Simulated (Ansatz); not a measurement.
Task: a relaxed scan of one distance of GaHI2, SMILES [I][GaH][I], with the Python package of Ansatz (0.2.0). Give the script and its output. Settings (for the species named): PBE, def2-SVP basis, multiplicity 1.

The script reads `gahi2.xyz`:
```text
4

I    -2.36880    0.16300   -0.72860
Ga    0.07830    0.15450   -0.13410
I     1.42130   -1.68780    1.09960
H     0.92460    1.31000   -0.25730
```

`run_relaxed_scan.py`
```python
import ansatz as az
import numpy as np

BASIS = "def2-SVP"
FUNCTIONAL = "pbe"


def main() -> None:
    gahi2 = az.Crystal.molecule_from_extxyz("gahi2.xyz")

    model = gahi2.calculation()
    model = model.basis(gaussian=BASIS)
    model = model.functional(FUNCTIONAL)
    symbols = [site.symbol for site in gahi2.cartesian_sites]
    pairs = [(0, 1), (1, 2), (1, 3)]
    print("held (A)   E (eV)        ", "  ".join(f"{symbols[i]}{i}-{symbols[j]}{j}" for i, j in pairs))
    for length in [1.32, 1.44, 1.55, 1.73, 1.94]:
        r = model.relax(constraints=[az.DistanceConstraint((1, 3), at=length)], force_tolerance=0.02, max_steps=60).run(threads=1).report
        xyz = np.array(r["positions_ang"])
        print(f"{length:6.2f} {r['free_energy_ev']:14.5f}  ", "  ".join(f"{np.linalg.norm(xyz[i] - xyz[j]):.3f}" for i, j in pairs))


if __name__ == "__main__":
    main()
```

Running `python run_relaxed_scan.py` prints:
```text
held (A)   E (eV)         I0-Ga1  Ga1-I2  Ga1-H3
DeckWarning: relax.constraints: the input's atoms, or those drawn, lie off the distances that are held; a relaxation that starts there is brought onto them ahead of its first SCF, by positions alone, [...]
  1.32   -68582.65692   2.501  2.501  1.320
  1.44   -68583.13413   2.502  2.502  1.440
  1.55   -68583.26798   2.502  2.502  1.550
  1.73   -68583.12710   2.501  2.502  1.730
  1.94   -68582.69097   2.502  2.503  1.940
```
(Warnings from the package without file and line, shortened, repeats left out.)

Caveats:
- Total energies depend on the basis set; only differences at equal settings carry meaning.
- The energies are electronic: no zero-point or thermal terms, and the basis set is short of its limit.
- def2 sets replace the cores of elements past krypton by effective core potentials.
- Timing: 29 s on 1 thread of AMD EPYC 9R45 96-Core Processor (Zen 5), on a shared host, peak memory 0.22 GiB.
